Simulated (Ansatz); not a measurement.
# Cl3F3Mo: the cost of one run

The runs use Ansatz 0.2.0, Gaussian basis; the settings change from run to run.

## (1) The geometry

An earlier PBE0-D4 in a triple-zeta def2 set relaxation fixed the geometry. Mo takes a core potential in def2 sets; no spin-orbit term is included.

7 atoms, charge 0, spin multiplicity 1.

Atoms are counted from 1 here; the program's logs count them from 0.

Bond lengths: F1–Mo2 1.837 Å, Mo2–F3 1.837 Å, Mo2–F4 1.837 Å, Mo2–Cl5 2.252 Å, Mo2–Cl6 2.253 Å, Mo2–Cl7 2.253 Å. Angles: F1–Mo2–F3 87.2°, F1–Mo2–F4 87.2°, F1–Mo2–Cl5 89.9°, F1–Mo2–Cl6 89.9°, F1–Mo2–Cl7 175.9°, F3–Mo2–F4 87.2°, F3–Mo2–Cl5 175.9°, F3–Mo2–Cl6 89.9°, F3–Mo2–Cl7 89.9°, F4–Mo2–Cl5 89.9°, F4–Mo2–Cl6 175.9°, F4–Mo2–Cl7 89.9°, Cl5–Mo2–Cl6 92.9°, Cl5–Mo2–Cl7 92.9°, Cl6–Mo2–Cl7 92.9°.

Coordinates:

```mol
Cl3F3Mo
  3D, bonds by distance, orders not assigned

  7  6  0  0  0  0  0  0  0  0999 V2000
   -1.3838   -0.0415   -1.2525 F   0  0
   -0.0294   -0.0442   -0.0112 Mo  0  0
   -1.3023   -0.4701    1.2431 F   0  0
    0.1330   -1.8468   -0.3262 F   0  0
    1.4631    0.3709   -1.6464 Cl  0  0
   -0.3875    2.1456    0.3767 Cl  0  0
    1.5681   -0.1820    1.5708 Cl  0  0
  1  2  8  0
  2  3  8  0
  2  4  8  0
  2  5  8  0
  2  6  8  0
  2  7  8  0
M  END
```

## (2) B97/ANO-RCC-VTZP

File in.yaml:

```yaml
crystal:
  periodic: [false, false, false]
  atoms:
    - {symbol: F, position_ang: [-1.383813, -0.041524, -1.252450]}
    - {symbol: Mo, position_ang: [-0.029407, -0.044198, -0.011235]}
    - {symbol: F, position_ang: [-1.302296, -0.470105, 1.243121]}
    - {symbol: F, position_ang: [0.133029, -1.846817, -0.326221]}
    - {symbol: Cl, position_ang: [1.463118, 0.370918, -1.646395]}
    - {symbol: Cl, position_ang: [-0.387508, 2.145584, 0.376659]}
    - {symbol: Cl, position_ang: [1.568078, -0.181959, 1.570823]}
basis:
  gaussian: {orbitals: ANO-RCC-VTZP}
hamiltonian: {xc: {name: B97}}
```

Command:

```bash
$ ansatz run in.yaml --threads 4 --pin off --events-out ev --progress --plain --max-ram 11315MiB
```

What time and memory should one allow on 4 threads of Arm Neoverse V1, shared host?

About 27 s, with a peak of 1.4 GiB.
